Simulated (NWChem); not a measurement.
# SnH2F (SMILES [F][SnH2]): UPBE/jorge-TZP

What is the electronic atomisation energy of SnH2F at UPBE/jorge-TZP? 

The calculation is run with NWChem 7.3.0.

## 1. Starting point

SnH2F: 4 atoms, total charge 0, spin state doublet. As SMILES, `[F][SnH2]`. Geometry: relaxed at PBE0-D4/def2-TZVP.

Bond lengths: F1–Sn2 1.932 Å, Sn2–H3 1.726 Å, Sn2–H4 1.726 Å. Angles: F1–Sn2–H3 103.3°, F1–Sn2–H4 103.3°, H3–Sn2–H4 113.3°.

## 2. The energy at UPBE/jorge-TZP (run 1)

calc.nw reads:

```
start calc
memory stack 880 mb heap 220 mb global 1100 mb
geometry units atomic noautosym nocenter noautoz
  F     -2.93398878    -0.35904796     1.21074753
  Sn     0.05347925    -0.45769167    -0.88495874
  H      2.23762470    -1.99252723     0.99040546
  H      0.74776463     2.69512740    -1.35436671
end
basis spherical bse
  * library jorge-TZP
end
dft
  xc xpbe96 cpbe96
  mult 2
  grid fine
  convergence energy 1e-08
  iterations 100
  mulliken
  noprint "final vectors analysis"
end
task dft
```

Run with:

```sh
$ nwchem calc.nw > calc.out
```

What it wrote, cut to the lines that bear on the results:

```text
[...]
          Wavefunction type:  spin polarized.
          No. of atoms     :     4
          No. of electrons :    61
[...]
          Charge           :     0
          Spin multiplicity:     2
[...]
          AO basis - number of functions:   132
[...]
              XC Information
              --------------
          PerdewBurkeErnzerhof Exchange Functional  1.000
            Perdew 1991 LDA Correlation Functional  1.000 local
           PerdewBurkeErnz. Correlation Functional  1.000 non-local
[...]
 d= 0,ls=0.0,diis     1  -6120.6791032792 -6.28D+03  1.11D-02  2.29D+00     6.2
[...]
 d= 0,ls=0.0,diis    12  -6120.7828351006 -5.14D-09  4.29D-07  1.59D-09    53.7
[...]
         Total DFT energy =    -6120.782835100625
      One electron energy =    -8698.538806868846
           Coulomb energy =     2590.313653118773
    Exchange-Corr. energy =     -169.978452332025
 Nuclear repulsion energy =      157.420770981473
[...]
      Total Density - Mulliken Population Analysis
     ---------------------------------------------
    Atom       Charge   Shell Charges
 -----------   ------   -------------------------------------------------------
    1 F    9     9.57   0.58  1.38  0.25  0.94  0.82  2.25  2.04  1.30  0.00  0.01  0.00
    2 Sn  50    48.73   0.66  1.28  0.34  1.71  2.01  2.06  1.10  0.36  0.03  5.83  1.87  4.37  5.84  0.69  0.77 -0.18 10.01  8.57  0.36  1.05  0.00  0.01  0.00
    3 H    1     1.35   0.21  0.67  0.43  0.01  0.03  0.01
    4 H    1     1.35   0.21  0.67  0.43  0.01  0.03  0.01
[...]
      <S2> =      0.7513 (Exact =     0.7500)
[...]
```

It took 54 s on 1 thread of AMD EPYC 9R14 (Zen 4), shared host; peak memory 0.14 GiB.

## 3. The F atom (run 2)

sp.nw reads:

```
start sp
memory total 2200 mb
charge 0

geometry units angstrom noautosym nocenter noautoz
   F     0.000000    0.000000    0.000000
end

basis spherical bse
   * library jorge-TZP
end

dft
   xc xpbe96 cpbe96
   mult 2
   grid fine
   convergence energy 1e-08
   iterations 100
   mulliken
   print low
end

task dft
```

Run with:

```sh
$ nwchem sp.nw > sp.out
```

What it wrote, cut to the lines that bear on the results:

```text
[...]
 d= 0,ls=0.0,diis     1    -99.6524785223 -9.97D+01  3.27D-03  1.36D-01     0.1
[...]
 d= 0,ls=0.0,diis     7    -99.6657065291 -1.26D-09  2.59D-07  9.12D-10     0.4
[...]
         Total DFT energy =      -99.665706529086
      One electron energy =     -139.137980160178
           Coulomb energy =       49.741397310130
    Exchange-Corr. energy =      -10.269123679039
 Nuclear repulsion energy =        0.000000000000
[...]
      Total Density - Mulliken Population Analysis
     ---------------------------------------------
    Atom       Charge   Shell Charges
 -----------   ------   -------------------------------------------------------
    1 F    9     9.00   0.58  1.38  0.26  0.98  0.80  2.19  1.85  0.95  0.00  0.00  0.00
     --------------------------------------------
      Spin Density - Mulliken Population Analysis
     --------------------------------------------
    Atom       Charge   Shell Charges
 -----------   ------   -------------------------------------------------------
    1 F    9     1.00  -0.00 -0.00  0.00  0.02 -0.02  0.47  0.39  0.14  0.00  0.00  0.00
[...]
      <S2> =      0.7512 (Exact =     0.7500)
[...]
```

Run time: 1 s. Hardware: 1 thread of AMD EPYC 9R14 (Zen 4), shared host; peak memory 0.11 GiB.

Run 3 isn't shown in full; the table further down has it.

## 4. The Sn atom at the same level (run 4)

sn.xyz reads:

```xyz
1

Sn     0.000000     0.000000     0.000000
```

sn.nw reads:

```
start sn
memory stack 880 mb heap 220 mb global 1100 mb

geometry noautosym nocenter noautoz
load sn.xyz
end

basis "ao basis" spherical bse
* library jorge-TZP
end

dft
xc xpbe96 cpbe96
mult 3
grid fine
convergence energy 1e-08
maxiter 100
mulliken
noprint "final vectors analysis"
end

task dft energy
```

Run the same way, it converges to -6019.71477 Eh (log not shown).

## 5. Overview of the runs

```
run  partner   energy (Eh)   ⟨S²⟩  wall time
  1     base  -6120.782835  0.751       54 s
  2    atoms    -99.665707  0.751        1 s
  3    atoms     -0.499366  0.750     0.68 s
  4    atoms  -6019.714767  2.001       26 s
```

## 6. Summary of results

Level: UPBE/jorge-TZP.

```
                     quantity           value
        Sn atom: total energy  -6019.71477 Eh
                Sn atom: ⟨S²⟩           2.001
electronic atomisation energy       10.983 eV
```

What this shows: Taking the molecule apart into free atoms costs 10.98 eV (1060 kJ/mol), before zero-point energy and without spin-orbit coupling. In runs 1, 4 relativity is left out where basis or elements ask for it. All runs together took 82 s, the longest 54 s.
